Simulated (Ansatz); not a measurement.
What does this script print? It uses Ansatz's Python interface.

Contents of `pt.xyz`:
```text
2
Lattice="2.76066562 0.0 0.0 -1.38033281 2.39080655 0.0 0.0 0.0 4.792134" Properties=species:S:1:pos:R:3 pbc="T T T"
Pt    1.38033282    0.79693551    3.59410050
Pt   -0.00000001    1.59387104    1.19803350
```

Script `kconv_pt.py`:
```python
'''k-point test for Pt.'''

import csv
import warnings

import ansatz as az


def main() -> None:
    warnings.simplefilter('ignore', az.DeckWarning)

    xtal = az.Crystal.from_extxyz('pt.xyz')

    setup = (
        xtal.calculation()
        .occupations('fermi_dirac')
        .functional(az.Functional.R2SCAN)
        .stress()
    )

    rows = []
    for value in [1.0, 0.6, 0.4, 0.3]:
        rep = setup.kpoints(spacing=value).run(threads=1).report
        rows.append((value, rep['free_energy_ev'] / len(rep['lattice']['sites']), rep['n_iterations'], sum(rep['stress_gpa'][i][i] for i in range(3)) / 3, rep['n_kpoints']))

    with open('kconv.csv', 'w', newline='') as handle:
        writer = csv.writer(handle)
        writer.writerow(['spacing (1/A)', 'F/atom (eV)', 'iterations', 'P (GPa)', 'k-points'])
        writer.writerows([round(v, 5) if isinstance(v, float) else v for v in row] for row in rows)

    # the last row is the reference
    for row in rows[:-1]:
        shift = 1000 * (row[1] - rows[-1][1])
        print(f'{row[0]}: {shift:+.2f} meV/atom' + ('  (within 2 meV)' if abs(shift) < 2 else ''))


if __name__ == '__main__':
    main()
```

Output of `python kconv_pt.py`:
```text
1.0: +565.46 meV/atom
0.6: +151.53 meV/atom
0.4: +26.33 meV/atom
```

File `kconv.csv` afterwards:
```csv
spacing (1/A),F/atom (eV),iterations,P (GPa),k-points
1.0,-12536.19634,8,1.12896,6
0.6,-12536.61027,7,-4.69524,10
0.4,-12536.73547,7,-5.81729,24
0.3,-12536.7618,7,-6.41592,36
```

What to keep in mind:
- No spin polarisation was allowed.
- Pressure is positive in compression.
- Spin-orbit coupling, which matters for elements this heavy, is left out.
- This isn't the structure that Pt takes at ambient conditions.
- Shifts are counted from the finest mesh, which is itself no proven limit.
- By the engine's processor time: 7.1 s on 1 thread of Intel(R) Xeon(R) Processor @ 2.30GHz (shared host), peak memory 0.56 GiB.
